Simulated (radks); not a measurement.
**Excited configurations of Ce⁴⁺**

How tightly is the outer electron of Ce⁴⁺ held in higher orbitals? Ground state, ion and excited configurations are run in turn.

The numbers are computed with radks (a radial shooting solver on a logarithmic mesh, Libxc functionals) version 1 (scalar-relativistic Kohn-Sham, BLYP, spin-polarised, spherical densities, point nucleus; open shells are filled with parallel spins first), except any that are marked as measured or tabulated.

**1. The atom as given**

| Quantity | Value |
| --- | --- |
| element | cerium (Z = 58) |
| charge | +4 |
| electrons | 54 |
| configuration | [Xe] |

Outer shells as boxes (Hund's rule):

Ce⁴⁺
```
[Kr] core
4d [↑↓][↑↓][↑↓][↑↓][↑↓]
5s [↑↓]
5p [↑↓][↑↓][↑↓]
```

**2. Ground configuration: [Xe]**

The run's settings:

```text
Z 58
configuration [Xe]
relativity scalar-relativistic
functional b88,lyp
spin polarised
nucleus point
c 137.035999084
```

**3. The ion: [Kr] 4d10 5s2 5p5**

The run's settings:

```text
Z 58
configuration [Kr] 4d10 5s2 5p5
relativity scalar-relativistic
functional b88,lyp
spin polarised
nucleus point
c 137.035999084
```

**4. Outer electron in 4f: [Kr] 4d10 5s2 5p5 4f1**

The run's settings:

```text
Z 58
configuration [Kr] 4d10 5s2 5p5 4f1
relativity scalar-relativistic
functional b88,lyp
spin polarised
nucleus point
c 137.035999084
```

**5. Outer electron in 5d: [Kr] 4d10 5s2 5p5 5d1**

The run's settings:

```text
Z 58
configuration [Kr] 4d10 5s2 5p5 5d1
relativity scalar-relativistic
functional b88,lyp
spin polarised
nucleus point
c 137.035999084
```

**6. Outer electron in 5f: [Kr] 4d10 5s2 5p5 5f1**

The run's settings:

```text
Z 58
configuration [Kr] 4d10 5s2 5p5 5f1
relativity scalar-relativistic
functional b88,lyp
spin polarised
nucleus point
c 137.035999084
```

**7. Outer electron in 6s: [Kr] 4d10 5s2 5p5 6s1**

The run's settings:

```text
Z 58
configuration [Kr] 4d10 5s2 5p5 6s1
relativity scalar-relativistic
functional b88,lyp
spin polarised
nucleus point
c 137.035999084
```

**8. Outer electron in 6p: [Kr] 4d10 5s2 5p5 6p1**

The run's settings:

```text
Z 58
configuration [Kr] 4d10 5s2 5p5 6p1
relativity scalar-relativistic
functional b88,lyp
spin polarised
nucleus point
c 137.035999084
```

**9. Outer electron in 6d: [Kr] 4d10 5s2 5p5 6d1**

The run's settings:

```text
Z 58
configuration [Kr] 4d10 5s2 5p5 6d1
relativity scalar-relativistic
functional b88,lyp
spin polarised
nucleus point
c 137.035999084
```

**10. Outer electron in 6f: [Kr] 4d10 5s2 5p5 6f1**

The run's settings:

```text
Z 58
configuration [Kr] 4d10 5s2 5p5 6f1
relativity scalar-relativistic
functional b88,lyp
spin polarised
nucleus point
c 137.035999084
```

**11. Outer electron in 7s: [Kr] 4d10 5s2 5p5 7s1**

The run's settings:

```text
Z 58
configuration [Kr] 4d10 5s2 5p5 7s1
relativity scalar-relativistic
functional b88,lyp
spin polarised
nucleus point
c 137.035999084
```

**12. Outer electron in 7p: [Kr] 4d10 5s2 5p5 7p1**

The run's settings:

```text
Z 58
configuration [Kr] 4d10 5s2 5p5 7p1
relativity scalar-relativistic
functional b88,lyp
spin polarised
nucleus point
c 137.035999084
```

**13. Outer electron in 7d: [Kr] 4d10 5s2 5p5 7d1**

The run's settings:

```text
Z 58
configuration [Kr] 4d10 5s2 5p5 7d1
relativity scalar-relativistic
functional b88,lyp
spin polarised
nucleus point
c 137.035999084
```

Q: Predict the outcome of this session. Wanted: for each run, outer orbital; excitation; binding; n*; quantum defect; <r>.

The runs gave:

| outer orbital | excitation (eV) | binding (eV) | n* | quantum defect | <r> (bohr) |
| --- | --- | --- | --- | --- | --- |
| 4f | 13.710 | 52.450 | 2.547 | 1.453 | 1.020 |
| 5d | 23.968 | 42.192 | 2.839 | 2.161 | 2.092 |
| 5f | 43.860 | 22.300 | 3.906 | 1.094 | 3.389 |
| 6s | 30.651 | 35.509 | 3.095 | 2.905 | 3.012 |
| 6p | 36.429 | 29.730 | 3.382 | 2.618 | 3.402 |
| 6d | 44.305 | 21.855 | 3.945 | 2.055 | 4.269 |
| 6f | 51.644 | 14.516 | 4.841 | 1.159 | 6.019 |
| 7s | 45.777 | 20.383 | 4.085 | 2.915 | 5.180 |
| 7p | 48.277 | 17.883 | 4.361 | 2.639 | 5.729 |
| 7d | 52.020 | 14.140 | 4.905 | 2.095 | 6.875 |

Binding is E(ion) − E, and n* = 5/√(2·binding) in atomic units. The Δ-SCF energy to the ion that was run is 66.160 eV (NIST's first ionisation energy, to the ion's ground state: 65.6 eV, semi-empirical). Mean quantum defects: f 1.24, d 2.10, s 2.91, p 2.63. They fall with l, since high-l orbitals stay out of the core. Self-interaction in the functional shifts them, so they are the method's values and not measured ones. Open shells are spherical and high-spin; term and fine-structure splittings are not resolved. Spin-orbit splitting is averaged out at the scalar-relativistic level.
